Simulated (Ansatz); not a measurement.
Runs of Ansatz 0.2.0 on PtSe. The structure is cubic, space group F-43m (No. 216). The conventional cell has a = 6.075 Å, b = 6.075 Å, c = 6.075 Å, α = 90.00°, β = 90.00°, γ = 90.00°. Pt (site symmetry -43m) is surrounded by 4 Se at 2.63 Å. Se (site symmetry -43m) has 4 Pt at 2.63 Å as nearest neighbours. The cell comes from a database or a generator and needn't be the stable form of this composition.

```csv
task,level,spin,cell,points for each segment of the path,gap on the mesh (eV),pressure (GPa),relaxed volume (Å³/atom)
relaxation of cell and atoms,HF,off,relaxed,-,none,0.0,23.32
band structure,HSEsol,off,as given,4,none,-15.7,-
relaxation of cell and atoms,B3LYP,off,relaxed,-,none,0.0,23.56
single point,PBE0,"SOC, no magnetisation",as given,-,none,-13.6,-
relaxation of cell and atoms,HSE06,off,relaxed,-,none,0.0,22.25
relaxation of cell and atoms,PBEsol0,off,relaxed,-,none,0.0,21.62
single point,PBEsol0,off,as given,-,none,-16.0,-
single point,PBE0,off,as given,-,none,(b),-
band structure,HSE03,off,as given,4,none,-13.3,-
band structure,HSE06,off,as given,4,none,-13.6,-
single point,HSE06,"SOC, no magnetisation",as given,-,none,(a),-
relaxation of cell and atoms,HSEsol,off,relaxed,-,none,0.0,21.68
```

Alike in all rows: potentials or basis Ansatz PAW; k mesh 4 × 4 × 4; cutoff (eV) 420; smearing fermi-dirac 0.05 eV; the mesh is coarse, so values aren't converged.

**Question.** Estimate the missing entries.

**Answer.** (a) -13.4; (b) -13.7.

Caveats: all runs use coarse meshes; the PAW data sets come from PBE, with cores solved anew for the run's functional, which leaves a small shift of forces and pressure; the thresholds are loose for stress (some runs); the volume moved by over 15 % at a fixed basis, so the end points are rough (some runs); the plane-wave basis is chosen anew once the cell has moved, so the energies of steps on either side of that aren't comparable (some runs); spin-orbit coupling is left out, which moves the levels of the heavy elements (some runs); so large a pressure means that the cell lies far from this level's equilibrium, or that cutoff or potentials fall short (some runs).

A k mesh can miss the band edges, and rows without SOC leave out spin-orbit coupling on Pt, Se.

A gap of «none» marks a metal or a gap under the smearing width.
